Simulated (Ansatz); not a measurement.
**A workflow on CH3AlF3NSi (SMILES [H][Si]([H])([H])C#N.[F][Al]([F])[F])**

Wanted: a series of 35 runs (MP2/aug-pcseg-1, PBE-D3(BJ)/aug-pcseg-1, PBE0-D3(BJ)/aug-pcseg-1, B3LYP-D4/aug-pcseg-1, B3LYP-D3(BJ)/aug-pcseg-1, PBE0-D3(BJ)-ATM/aug-pcseg-1, rPW86-PBE/aug-pcseg-1) of CH3AlF3NSi. 

The results are computed with Ansatz 0.2.0.

### Step 1. The structure to begin with

The species is CH3AlF3NSi (10 atoms), typed as a singlet with charge 0. As SMILES, `[H][Si]([H])([H])C#N.[F][Al]([F])[F]`. The shape comes from GFN2-xTB, which is rough for such elements, and wasn't checked as a minimum.

Bond lengths: Si1–C2 1.892 Å, C2–N3 1.144 Å, N3–Al7 1.953 Å, Al7–F8 1.652 Å, Al7–F9 1.648 Å, Al7–F10 1.648 Å, Si1–H4 1.459 Å, Si1–H5 1.459 Å, Si1–H6 1.459 Å. Some angles: Si1–C2–N3 179.5°, C2–N3–Al7 171.4°, N3–Al7–F8 98.2°, N3–Al7–F9 100.4°, N3–Al7–F10 100.3°, F8–Al7–F9 116.9°, F8–Al7–F10 117.0°, F9–Al7–F10 117.8°, C2–Si1–H4 104.0°, C2–Si1–H5 104.1°.

### Step 2. The energy at MP2/aug-pcseg-1 (run 1)

Input file run.yaml:

```yaml
crystal:
  periodic: [false, false, false]
  atoms:
    - {symbol: Si, position_ang: [0.922110, 0.409870, -2.241120]}
    - {symbol: C, position_ang: [0.310660, 0.125410, -0.473840]}
    - {symbol: N, position_ang: [-0.066730, -0.051510, 0.591120]}
    - {symbol: H, position_ang: [2.368310, 0.541220, -2.098160]}
    - {symbol: H, position_ang: [0.247390, 1.634680, -2.656870]}
    - {symbol: H, position_ang: [0.496470, -0.786640, -2.958670]}
    - {symbol: Al, position_ang: [-0.965900, -0.425740, 2.284160]}
    - {symbol: F, position_ang: [-2.416120, -0.930980, 1.675490]}
    - {symbol: F, position_ang: [0.030090, -1.585360, 2.901230]}
    - {symbol: F, position_ang: [-0.926270, 1.069050, 2.976640]}
basis:
  gaussian: {orbitals: aug-pcseg-1.json}
correlation: {method: mp2, frozen_orbitals: {Al: 5, C: 1, F: 1, H: 0, "N": 1, Si: 5}}
```

The basis set aug-pcseg-1 is read from a file made from the Basis Set Exchange's data (not shown).

Run with:

```
$ ansatz run run.yaml --threads 1 --pin off --max-ram 2610MiB --events-out events.jsonl --progress --plain --runs-dir runs
```

The program printed:

```text
Warning: RAYON_NUM_THREADS=1 ignored (pool sized by the plan → 1); use --threads N
Functional definition: HF
  name "HF"
  exchange = exact_x
  correlation = 0
1911 factors; integrals over basis functions are off by at most 1.2e-3 eV
mean field evaluation 1: about -25119.9031 eV, gradient 5.6e1 eV
mean field evaluation 2: about -25120.0163 eV, gradient 5.6e1 eV
mean field evaluation 4: about -25126.2812 eV, gradient 4.5e0 eV
mean field evaluation 8: about -25126.3737 eV, gradient 3.7e-1 eV
mean field -25126.37431149 eV, -923.3772246790 hartree, gradient 7.3e-7 eV, S^2 0.000000; 0 other end points of the search recorded, 0 dependent functions left out
15 core orbitals not correlated: weight in the atoms' cores, before any rotation towards them, 1.000 or more for the frozen orbitals, at most 0.000 for the correlated occupied ones
reference -25126.37431149 eV, -923.3772246790 hartree; 20, 20 occupied and 161, 161 virtual orbitals, 1911 factors
second order -27.97242000 eV of doubles, -0.00000000 eV of singles
Total energy: -25154.34673148 eV, -924.4051921535 hartree
```

Wall time 14 s (1 thread of Intel Xeon at 2.70GHz, shared host); peak memory 0.56 GiB.

### Step 3. CH3NSi: a single-point energy at MP2/aug-pcseg-1 (run 2)

Input file input.yaml:

```yaml
crystal:
  periodic: [false, false, false]
  atoms:
    - {symbol: Si, position_ang: [0.922110, 0.409870, -2.241120]}
    - {symbol: C, position_ang: [0.310660, 0.125410, -0.473840]}
    - {symbol: N, position_ang: [-0.066730, -0.051510, 0.591120]}
    - {symbol: H, position_ang: [2.368310, 0.541220, -2.098160]}
    - {symbol: H, position_ang: [0.247390, 1.634680, -2.656870]}
    - {symbol: H, position_ang: [0.496470, -0.786640, -2.958670]}
basis:
  gaussian:
    orbitals: aug-pcseg-1.json
correlation:
  method: mp2
  frozen_orbitals: {C: 1, H: 0, "N": 1, Si: 5}
```

The basis set aug-pcseg-1 is read from a file made from the Basis Set Exchange's data (not shown).

Run with:

```
$ ansatz run input.yaml --threads 1 --pin off --max-ram 2610MiB --events-out events.jsonl --progress --plain --runs-dir runs
```

The program printed:

```text
Warning: RAYON_NUM_THREADS=1 ignored (pool sized by the plan → 1); use --threads N
Functional definition: HF
  name "HF"
  exchange = exact_x
  correlation = 0
998 factors; integrals over basis functions are off by at most 1.3e-3 eV
mean field evaluation 1: about -10417.7403 eV, gradient 3.0e1 eV
mean field evaluation 2: about -10417.7507 eV, gradient 3.0e1 eV
mean field evaluation 4: about -10420.5471 eV, gradient 4.0e0 eV
mean field evaluation 8: about -10420.6143 eV, gradient 1.7e-4 eV
mean field -10420.61430053 eV, -382.9505121985 hartree, gradient 2.5e-6 eV, S^2 0.000000; 0 other end points of the search recorded, 0 dependent functions left out
7 core orbitals not correlated: weight in the atoms' cores, before any rotation towards them, 1.000 or more for the frozen orbitals, at most 0.000 for the correlated occupied ones
reference -10420.61430053 eV, -382.9505121985 hartree; 8, 8 occupied and 85, 85 virtual orbitals, 998 factors
second order -10.52272640 eV of doubles, -0.00000000 eV of singles
Total energy: -10431.13702693 eV, -383.3372152612 hartree
```

Wall time 2.3 s (1 thread of Intel Xeon at 2.70GHz, shared host); peak memory 0.16 GiB.

Runs 3 to 15 aren't shown in full; the table further down has their settings and results.

### Step 4. The energy at B3LYP-D4/aug-pcseg-1 (run 16)

Input file job.yaml:

```yaml
crystal:
  periodic: [false, false, false]
  atoms:
    - {symbol: Si, position_ang: [0.922110, 0.409870, -2.241120]}
    - {symbol: C, position_ang: [0.310660, 0.125410, -0.473840]}
    - {symbol: N, position_ang: [-0.066730, -0.051510, 0.591120]}
    - {symbol: H, position_ang: [2.368310, 0.541220, -2.098160]}
    - {symbol: H, position_ang: [0.247390, 1.634680, -2.656870]}
    - {symbol: H, position_ang: [0.496470, -0.786640, -2.958670]}
    - {symbol: Al, position_ang: [-0.965900, -0.425740, 2.284160]}
    - {symbol: F, position_ang: [-2.416120, -0.930980, 1.675490]}
    - {symbol: F, position_ang: [0.030090, -1.585360, 2.901230]}
    - {symbol: F, position_ang: [-0.926270, 1.069050, 2.976640]}
basis:
  gaussian:
    orbitals: aug-pcseg-1.json
hamiltonian:
  xc: {name: B3LYP}
  dispersion: d4
```

The basis set aug-pcseg-1 is read from a file made from the Basis Set Exchange's data (not shown).

Run with:

```
$ ansatz run job.yaml --threads 1 --pin off --max-ram 2610MiB --events-out events.jsonl --progress --plain --runs-dir runs
```

The program printed:

```text
Warning: RAYON_NUM_THREADS=1 ignored (pool sized by the plan → 1); use --threads N
Functional definition: B3LYP
  name "B3LYP"
  parameter a0 = 0.2
  parameter ax = 0.72
  parameter ac = 0.81
  exchange = (1 - a0 - ax)*slater_x + ax*b88_x + a0*exact_x
  correlation = (1 - ac)*vwn_rpa_c + ac*lyp_c
1708 factors; their error is unknown
mean field evaluation 1: about -25196.2726 eV, gradient 7.9e1 eV
mean field evaluation 2: about -25173.7664 eV, gradient 1.4e2 eV
mean field evaluation 4: about -25206.5414 eV, gradient 1.1e1 eV
mean field evaluation 8: about -25206.8497 eV, gradient 1.5e-1 eV
mean field evaluation 16: about -25206.8497 eV, gradient 6.0e-5 eV
mean field -25206.84972436 eV, -926.3346415538 hartree, gradient 6.0e-5 eV, S^2 0.000000; 0 other end points of the search recorded, 0 dependent functions left out
reference -25206.85015569 eV, -926.3346574050 hartree; 35, 35 occupied and 161, 161 virtual orbitals, 1708 factors
Total energy: -25207.19172220 eV, -926.3472097428 hartree
```

Run time: 14 s. Hardware: 1 thread of Intel Xeon at 2.70GHz, shared host; peak memory 0.5 GiB.

Runs 17 to 34 aren't shown in full; the table further down has their settings and results.

### Step 5. AlF3 among ghost functions: the energy at rPW86-PBE/aug-pcseg-1 (with ghost functions) (run 35)

Input file job.yaml:

```yaml
crystal:
  periodic: [false, false, false]
  atoms:
    - {symbol: Al, position_ang: [-0.965900, -0.425740, 2.284160]}
    - {symbol: F, position_ang: [-2.416120, -0.930980, 1.675490]}
    - {symbol: F, position_ang: [0.030090, -1.585360, 2.901230]}
    - {symbol: F, position_ang: [-0.926270, 1.069050, 2.976640]}
basis:
  gaussian:
    orbitals: aug-pcseg-1.json
    ghost_atoms: [{symbol: Si, position_ang: [0.922110, 0.409870, -2.241120]}, {symbol: C, position_ang: [0.310660, 0.125410, -0.473840]}, {symbol: N, position_ang: [-0.066730, -0.051510, 0.591120]}, {symbol: H, position_ang: [2.368310, 0.541220, -2.098160]}, {symbol: H, position_ang: [0.247390, 1.634680, -2.656870]}, {symbol: H, position_ang: [0.496470, -0.786640, -2.958670]}]
hamiltonian: {xc: {name: rPW86-PBE}}
```

The basis set aug-pcseg-1 is read from a file made from the Basis Set Exchange's data (not shown).

Run with:

```
$ ansatz run job.yaml --threads 1 --pin off --max-ram 2610MiB --events-out events.jsonl --progress --plain --runs-dir runs
```

The program printed:

```text
Warning: RAYON_NUM_THREADS=1 ignored (pool sized by the plan → 1); use --threads N
Functional definition: rPW86-PBE
  name "rPW86-PBE"
  exchange = rpw86_x
  correlation = pbe_c
1467 factors; their error is unknown
mean field evaluation 1: about -14764.1696 eV, gradient 7.3e1 eV
mean field evaluation 2: about -14721.4637 eV, gradient 1.8e2 eV
mean field evaluation 4: about -14772.2941 eV, gradient 2.1e0 eV
mean field evaluation 8: about -14772.2557 eV, gradient 5.6e-2 eV
mean field -14772.25567938 eV, -542.8703832226 hartree, gradient 2.0e-5 eV, S^2 0.000000; 0 other end points of the search recorded, 0 dependent functions left out
reference -14772.25585084 eV, -542.8703895237 hartree; 20, 20 occupied and 176, 176 virtual orbitals, 1467 factors
Total energy: -14772.25585084 eV, -542.8703895237 hartree
```

It took 18 s on 1 thread of Intel Xeon at 2.70GHz, shared host; peak memory 0.35 GiB.

### Step 6. All runs side by side

```csv
run,level,frozen core orbitals,fragment atoms,contact,partner,energy (Eh),wall time
1,MP2/aug-pcseg-1,15,–,–,base,-924.405192,14 s
2,MP2/aug-pcseg-1,7,"(1, 2, 3, 4, 5, 6)",base,fragment,-383.337215,2.3 s
3,MP2/aug-pcseg-1 (with ghost functions),7,"(1, 2, 3, 4, 5, 6)",base,fragment with ghosts,-383.340518,9.9 s
4,MP2/aug-pcseg-1,8,"(7, 8, 9, 10)",base,fragment,-541.010128,1.9 s
5,MP2/aug-pcseg-1 (with ghost functions),8,"(7, 8, 9, 10)",base,fragment with ghosts,-541.013860,10 s
6,PBE-D3(BJ)/aug-pcseg-1,–,–,–,base,-925.604967,11 s
7,PBE-D3(BJ)/aug-pcseg-1,–,"(1, 2, 3, 4, 5, 6)",base,fragment,-383.842358,2.3 s
8,PBE-D3(BJ)/aug-pcseg-1 (with ghost functions),–,"(1, 2, 3, 4, 5, 6)",base,fragment with ghosts,-383.843092,6 s
9,PBE-D3(BJ)/aug-pcseg-1,–,"(7, 8, 9, 10)",base,fragment,-541.706816,2.1 s
10,PBE-D3(BJ)/aug-pcseg-1 (with ghost functions),–,"(7, 8, 9, 10)",base,fragment with ghosts,-541.709264,9 s
11,PBE0-D3(BJ)/aug-pcseg-1,–,–,–,base,-925.645035,11 s
12,PBE0-D3(BJ)/aug-pcseg-1,–,"(1, 2, 3, 4, 5, 6)",base,fragment,-383.868722,1.9 s
13,PBE0-D3(BJ)/aug-pcseg-1 (with ghost functions),–,"(1, 2, 3, 4, 5, 6)",base,fragment with ghosts,-383.869482,6.9 s
14,PBE0-D3(BJ)/aug-pcseg-1,–,"(7, 8, 9, 10)",base,fragment,-541.716609,3.3 s
15,PBE0-D3(BJ)/aug-pcseg-1 (with ghost functions),–,"(7, 8, 9, 10)",base,fragment with ghosts,-541.719037,9.9 s
16,B3LYP-D4/aug-pcseg-1,–,–,–,base,-926.347210,14 s
17,B3LYP-D4/aug-pcseg-1,–,"(1, 2, 3, 4, 5, 6)",base,fragment,-384.139334,3.6 s
18,B3LYP-D4/aug-pcseg-1 (with ghost functions),–,"(1, 2, 3, 4, 5, 6)",base,fragment with ghosts,-384.140075,11 s
19,B3LYP-D4/aug-pcseg-1,–,"(7, 8, 9, 10)",base,fragment,-542.149295,2.1 s
20,B3LYP-D4/aug-pcseg-1 (with ghost functions),–,"(7, 8, 9, 10)",base,fragment with ghosts,-542.151675,13 s
21,B3LYP-D3(BJ)/aug-pcseg-1,–,–,–,base,-926.347881,15 s
22,B3LYP-D3(BJ)/aug-pcseg-1,–,"(1, 2, 3, 4, 5, 6)",base,fragment,-384.140634,3.6 s
23,B3LYP-D3(BJ)/aug-pcseg-1 (with ghost functions),–,"(1, 2, 3, 4, 5, 6)",base,fragment with ghosts,-384.141375,11 s
24,B3LYP-D3(BJ)/aug-pcseg-1,–,"(7, 8, 9, 10)",base,fragment,-542.148625,3.6 s
25,B3LYP-D3(BJ)/aug-pcseg-1 (with ghost functions),–,"(7, 8, 9, 10)",base,fragment with ghosts,-542.151005,8.7 s
26,PBE0-D3(BJ)-ATM/aug-pcseg-1,–,–,–,base,-925.645031,14 s
27,PBE0-D3(BJ)-ATM/aug-pcseg-1,–,"(1, 2, 3, 4, 5, 6)",base,fragment,-383.868721,3.3 s
28,PBE0-D3(BJ)-ATM/aug-pcseg-1 (with ghost functions),–,"(1, 2, 3, 4, 5, 6)",base,fragment with ghosts,-383.869480,6.6 s
29,PBE0-D3(BJ)-ATM/aug-pcseg-1,–,"(7, 8, 9, 10)",base,fragment,-541.716609,1.9 s
30,PBE0-D3(BJ)-ATM/aug-pcseg-1 (with ghost functions),–,"(7, 8, 9, 10)",base,fragment with ghosts,-541.719037,7.2 s
31,rPW86-PBE/aug-pcseg-1,–,–,–,base,-927.536245,22 s
32,rPW86-PBE/aug-pcseg-1,–,"(1, 2, 3, 4, 5, 6)",base,fragment,-384.615662,5.7 s
33,rPW86-PBE/aug-pcseg-1 (with ghost functions),–,"(1, 2, 3, 4, 5, 6)",base,fragment with ghosts,-384.616380,18 s
34,rPW86-PBE/aug-pcseg-1,–,"(7, 8, 9, 10)",base,fragment,-542.868069,4.2 s
35,rPW86-PBE/aug-pcseg-1 (with ghost functions),–,"(7, 8, 9, 10)",base,fragment with ghosts,-542.870390,18 s
```

### Step 7. What came out

```
                                                                                                                   quantity          value
                                                                           AlF3 among ghost functions, run 35: total energy  -542.87039 Eh
                          interaction energy of the rigid parts CH3NSi and AlF3 (parts in their own basis), MP2/aug-pcseg-1      -1.574 eV
            interaction energy of the rigid parts CH3NSi and AlF3 (parts in the whole basis, counterpoise), MP2/aug-pcseg-1      -1.383 eV
                   interaction energy of the rigid parts CH3NSi and AlF3 (parts in their own basis), PBE-D3(BJ)/aug-pcseg-1      -1.518 eV
                  interaction energy of the rigid parts CH3NSi and AlF3 (parts in their own basis), PBE0-D3(BJ)/aug-pcseg-1      -1.625 eV
       interaction energy of the rigid parts CH3NSi and AlF3 (parts in the whole basis, counterpoise), B3LYP-D4/aug-pcseg-1      -1.509 eV
                     interaction energy of the rigid parts CH3NSi and AlF3 (parts in their own basis), B3LYP-D4/aug-pcseg-1      -1.594 eV
   interaction energy of the rigid parts CH3NSi and AlF3 (parts in the whole basis, counterpoise), B3LYP-D3(BJ)/aug-pcseg-1      -1.510 eV
interaction energy of the rigid parts CH3NSi and AlF3 (parts in the whole basis, counterpoise), PBE0-D3(BJ)-ATM/aug-pcseg-1      -1.538 eV
```

In words: At MP2/aug-pcseg-1: the interaction energy of the rigid parts CH3NSi and AlF3 (parts in their own basis) is −1.57 eV (−152 kJ/mol): the parts attract. At MP2/aug-pcseg-1: the interaction energy of the rigid parts CH3NSi and AlF3 (parts in the whole basis, counterpoise) is −1.38 eV (−32 kcal/mol): the parts attract. The basis-set superposition error is 18.5 kJ/mol. At PBE-D3(BJ)/aug-pcseg-1: the interaction energy of the rigid parts CH3NSi and AlF3 (parts in their own basis) is −1.52 eV (−146 kJ/mol): the parts attract. At PBE0-D3(BJ)/aug-pcseg-1: the interaction energy of the rigid parts CH3NSi and AlF3 (parts in their own basis) is −1.62 eV (−157 kJ/mol): the parts attract. At B3LYP-D4/aug-pcseg-1: the interaction energy of the rigid parts CH3NSi and AlF3 (parts in the whole basis, counterpoise) is −1.51 eV (−146 kJ/mol): the parts attract. Totals of different functionals can't be ranked against each other. All runs together took 4.8 min, the longest 22 s.
